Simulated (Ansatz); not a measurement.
# C₄H₉BCl₂: basis-set convergence

One table from this session's results is given with a row withheld; the runs are named, their logs left out.

Computed with Ansatz 0.2.0, Gaussian basis. Level: one geometry, several basis sets.

Levels to be run: PBE0-D4/def2-SVP; ωB97M-V/def2-SVP; PBE0-D4/def2-QZVPP; ωB97M-V/def2-QZVPP; the functionals' def2-TZVPP values are taken from earlier runs.

## Structure used throughout

The geometry comes from an earlier relaxation with PBE0-D4 in a triple-zeta def2 set; it is a stationary point, not always the lowest conformer.

SMILES `CC(C)CB(Cl)Cl`, 16 atoms, charge 0, spin multiplicity 1.

Atoms are counted from 1 here; the program's logs count them from 0.

Bond lengths: C1–C2 1.521 Å, C1–H8 1.093 Å, C1–H9 1.093 Å, C1–H10 1.095 Å, C2–C3 1.522 Å, C2–C4 1.529 Å, C2–H11 1.096 Å, C3–H12 1.093 Å, C3–H13 1.095 Å, C3–H14 1.093 Å, C4–B5 1.556 Å, C4–H15 1.096 Å, C4–H16 1.103 Å, B5–Cl6 1.752 Å, B5–Cl7 1.752 Å. Angles: C2–C1–H8 111.4°, C2–C1–H9 111.1°, C2–C1–H10 110.8°, H8–C1–H9 107.9°, H8–C1–H10 107.7°, H9–C1–H10 107.7°, C1–C2–C3 110.8°, C1–C2–C4 110.9°, C1–C2–H11 108.2°, C3–C2–C4 110.7°, C3–C2–H11 108.1°, C4–C2–H11 108.0°, C2–C3–H12 111.7°, C2–C3–H13 110.6°, C2–C3–H14 111.2°, H12–C3–H13 107.9°, H12–C3–H14 107.7°, H13–C3–H14 107.7° and more.

Set-up of the first run:

File in.yaml:

```yaml
crystal:
  periodic: [false, false, false]
  atoms:
    - {symbol: C, position_ang: [0.267670, -1.840636, -0.025047]}
    - {symbol: C, position_ang: [0.427301, -0.328118, 0.013513]}
    - {symbol: C, position_ang: [0.606303, 0.233558, -1.389804]}
    - {symbol: C, position_ang: [-0.764996, 0.327502, 0.710300]}
    - {symbol: B, position_ang: [-0.660082, 1.838025, 1.068663]}
    - {symbol: Cl, position_ang: [-2.101533, 2.820778, 1.227584]}
    - {symbol: Cl, position_ang: [0.876651, 2.608002, 1.408681]}
    - {symbol: H, position_ang: [0.175935, -2.258632, 0.980809]}
    - {symbol: H, position_ang: [1.124987, -2.314970, -0.509343]}
    - {symbol: H, position_ang: [-0.628835, -2.122843, -0.586266]}
    - {symbol: H, position_ang: [1.328581, -0.094218, 0.591594]}
    - {symbol: H, position_ang: [0.765331, 1.314817, -1.375361]}
    - {symbol: H, position_ang: [-0.279712, 0.032504, -2.000695]}
    - {symbol: H, position_ang: [1.464574, -0.221055, -1.890138]}
    - {symbol: H, position_ang: [-1.684288, 0.150802, 0.139876]}
    - {symbol: H, position_ang: [-0.940785, -0.168015, 1.679932]}
basis:
  gaussian: {orbitals: def2-SVP}
hamiltonian: {xc: pbe0, dispersion: d4}
output: {orbitals: {seedname: orbitals}}
```

Launch:

```
$ ansatz run in.yaml --threads 2 --pin off --events-out ev --progress --plain --max-ram 22528MiB --backend cpu
```

Steps of the session up to this table: PBE0-D4 in def2-SVP; ωB97M-V in def2-SVP; PBE0-D4 in def2-QZVPP; ωB97M-V in def2-QZVPP.

One of the session's tables, all rows but one given; the rest of the session is left out.

It belongs to the step «Density functionals: the series». 

```
functional       basis  HOMO (eV)
   PBE0-D4    def2-SVP      -8.65
   PBE0-D4  def2-TZVPP      -8.74
   PBE0-D4  def2-QZVPP      -8.76
   ωB97M-V    def2-SVP          ?
   ωB97M-V  def2-TZVPP     -10.99
   ωB97M-V  def2-QZVPP     -11.01
```

**Question.** Estimate the row for ωB97M-V, def2-SVP.

**Answer.** HOMO (eV): -10.88. In the column «HOMO (eV)» it lies between ωB97M-V, def2-TZVPP (-10.99) and PBE0-D4, def2-QZVPP (-8.76).
